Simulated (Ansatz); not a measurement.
# C5H14ClNO2Zr: geometry optimisation

What shape does C5H14ClNO2Zr take? The plan is to relax it.

The runs use Ansatz 0.2.0, Gaussian basis; RKS PBE0-D4/def2-TZVP.

Plan: relaxation at PBE0-D4/def2-TZVP.

1 further run of the same task is left out (set aside as unsound or not needed).

## (1) Starting geometry

24 atoms, charge 0, spin multiplicity 1.

Atoms are counted from 1 here; the program's logs count them from 0.

Bond lengths: C1–C2 1.539 Å, C1–H11 1.090 Å, C1–H12 1.100 Å, C1–H13 1.103 Å, C2–N3 1.462 Å, C2–H14 1.105 Å, C2–H15 1.106 Å, N3–C4 1.456 Å, N3–Zr6 2.017 Å, C4–C5 1.553 Å, C4–H16 1.103 Å, C4–H17 1.103 Å, C5–H18 1.097 Å, C5–H19 1.090 Å, C5–H20 1.102 Å, Zr6–O7 1.895 Å, Zr6–Cl8 2.329 Å, Zr6–O9 1.891 Å and more. Angles: C2–C1–H11 110.5°, C2–C1–H12 109.3°, C2–C1–H13 109.8°, H11–C1–H12 108.7°, H11–C1–H13 108.9°, H12–C1–H13 109.6°, C1–C2–N3 110.4°, C1–C2–H14 108.8°, C1–C2–H15 108.8°, N3–C2–H14 111.6°, N3–C2–H15 109.7°, H14–C2–H15 107.4°, C2–N3–C4 113.3°, C2–N3–Zr6 111.1°, C4–N3–Zr6 109.1°, N3–C4–C5 112.6°, N3–C4–H16 110.4°, N3–C4–H17 108.4° and more.

Coordinates:

```xyz
24
charge 0, multiplicity 1
C     0.6507   -1.2186   -1.8153
C    -0.2696   -1.9529   -0.8236
N    -0.0589   -1.4539    0.5345
C    -1.2853   -1.3778    1.3158
C    -2.0709   -0.0618    1.0663
Zr    0.8249    0.3586    0.5146
O     2.6819    0.2926    0.1448
Cl    0.9235    1.2179    2.6772
O     0.0241    1.7264   -0.5161
C     0.8011    2.8897   -0.5359
H     0.5848   -1.6718   -2.8049
H     1.6908   -1.2868   -1.4647
H     0.3540   -0.1587   -1.8869
H    -1.3183   -1.8222   -1.1480
H    -0.0438   -3.0349   -0.8622
H    -1.9409   -2.2343    1.0859
H    -1.0214   -1.4359    2.3847
H    -2.2039    0.0988   -0.0106
H    -3.0539   -0.1122    1.5354
H    -1.5253    0.7958    1.4920
H     3.2338    0.7978    0.7586
H     0.2768    3.6698   -1.1064
H     1.7768    2.7032   -1.0274
H     0.9691    3.2712    0.4919
```

The start is a GFN2-xTB geometry. Zr takes the def2 core potential; no spin-orbit term is included.

## (2) Optimising with PBE0-D4/def2-TZVP

in.yaml reads:

```yaml
crystal:
  periodic: [false, false, false]
  atoms:
    - {symbol: C, position_ang: [0.650700, -1.218560, -1.815320]}
    - {symbol: C, position_ang: [-0.269630, -1.952950, -0.823640]}
    - {symbol: N, position_ang: [-0.058900, -1.453880, 0.534510]}
    - {symbol: C, position_ang: [-1.285310, -1.377790, 1.315840]}
    - {symbol: C, position_ang: [-2.070930, -0.061820, 1.066270]}
    - {symbol: Zr, position_ang: [0.824870, 0.358580, 0.514560]}
    - {symbol: O, position_ang: [2.681870, 0.292610, 0.144810]}
    - {symbol: Cl, position_ang: [0.923550, 1.217910, 2.677230]}
    - {symbol: O, position_ang: [0.024140, 1.726370, -0.516100]}
    - {symbol: C, position_ang: [0.801140, 2.889650, -0.535850]}
    - {symbol: H, position_ang: [0.584780, -1.671770, -2.804880]}
    - {symbol: H, position_ang: [1.690820, -1.286840, -1.464680]}
    - {symbol: H, position_ang: [0.354010, -0.158650, -1.886950]}
    - {symbol: H, position_ang: [-1.318300, -1.822210, -1.147960]}
    - {symbol: H, position_ang: [-0.043810, -3.034900, -0.862220]}
    - {symbol: H, position_ang: [-1.940950, -2.234280, 1.085950]}
    - {symbol: H, position_ang: [-1.021400, -1.435920, 2.384710]}
    - {symbol: H, position_ang: [-2.203940, 0.098770, -0.010560]}
    - {symbol: H, position_ang: [-3.053890, -0.112160, 1.535450]}
    - {symbol: H, position_ang: [-1.525330, 0.795840, 1.492030]}
    - {symbol: H, position_ang: [3.233830, 0.797820, 0.758630]}
    - {symbol: H, position_ang: [0.276790, 3.669790, -1.106380]}
    - {symbol: H, position_ang: [1.776750, 2.703220, -1.027370]}
    - {symbol: H, position_ang: [0.969150, 3.271170, 0.491930]}
basis:
  gaussian: {orbitals: def2-TZVP}
hamiltonian: {xc: pbe0, dispersion: d4}
relax: {f_tol: 0.005, max_steps: 150}
```

Run with:

```
$ ansatz run in.yaml --threads 4 --pin off --events-out ev --progress --plain --max-ram 66560MiB --backend cuda --devices 0, --max-vram 37GiB
```

Q: Predict the results of all the runs planned. Wanted: point group; shift from the start; total energy; dispersion term; dipole moment.

As calculated:

| quantity | value |
| --- | --- |
| point group | C1 |
| steps | 66 |
| shift from the start (rms) | 1.430 Å |
| total energy | -24795.4881 eV |
| dispersion term | -589 meV |
| dipole moment | 3.55 D |

What this shows: The relaxed geometry lies 1.43 Å (rms) from the start; the bond that changed most is Zr6–Cl8, from 2.329 to 2.397 Å. No vibrations were run, so it is not proven to be a minimum. The largest Mulliken charge, +1.43 e, sits on Zr6.
